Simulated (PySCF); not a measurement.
# B2H6NP: the cost of one run

Programs: PySCF 2.14.0, with density-fitted response routines of our own. Each step states its level of theory. These are calculated values for one molecule in the gas phase, unless marked as measured. Atoms count from 0, in the outputs and in this text.

## 1. Starting geometry

10 atoms, charge 0, multiplicity 1; geometry from: GFN2-xTB. The atoms were then displaced at random by about 0.01 Å, so the start is not that level's minimum.

Bonds of the start (Å): B0–N1 1.43, N1–B2 1.42, B2–P3 1.86, B0–H4 1.16, B0–H5 1.16, N1–H6 1.02, B2–H7 1.16, P3–H8 1.39, P3–H9 1.39.

## 2. Geometry optimisation at PBE0-D3(BJ)/def2-SVP

What the job is given:

```
{"job": {"xc": "PBE0", "basis": "def2-SVP", "d3": "d3bj", "grid": 1, "shake": 0.01, "kind": "geom"}, "charge": 0, "multiplicity": 1}
B      1.969830     0.091700    -0.348600
N      0.662930     0.112120     0.231810
B     -0.539070    -0.460210    -0.275470
P     -2.082340    -0.382690     0.751880
H      2.829940     0.640340     0.193460
H      2.090800    -0.402920    -1.388290
H      0.600760     0.587440     1.127400
H     -0.472350    -1.052280    -1.275660
H     -2.016650     0.928130     1.220150
H     -2.993420    -0.082560    -0.257740
```

On the command line:

```
OMP_NUM_THREADS=1 python probes_run.py task.json out
```

This one command runs all jobs of the session in turn.

**Question.** How long does this first job take on 1 thread of Arm Neoverse V2, shared host, and how much memory does it need?

About 16 s, with a peak of 0.39 GiB.
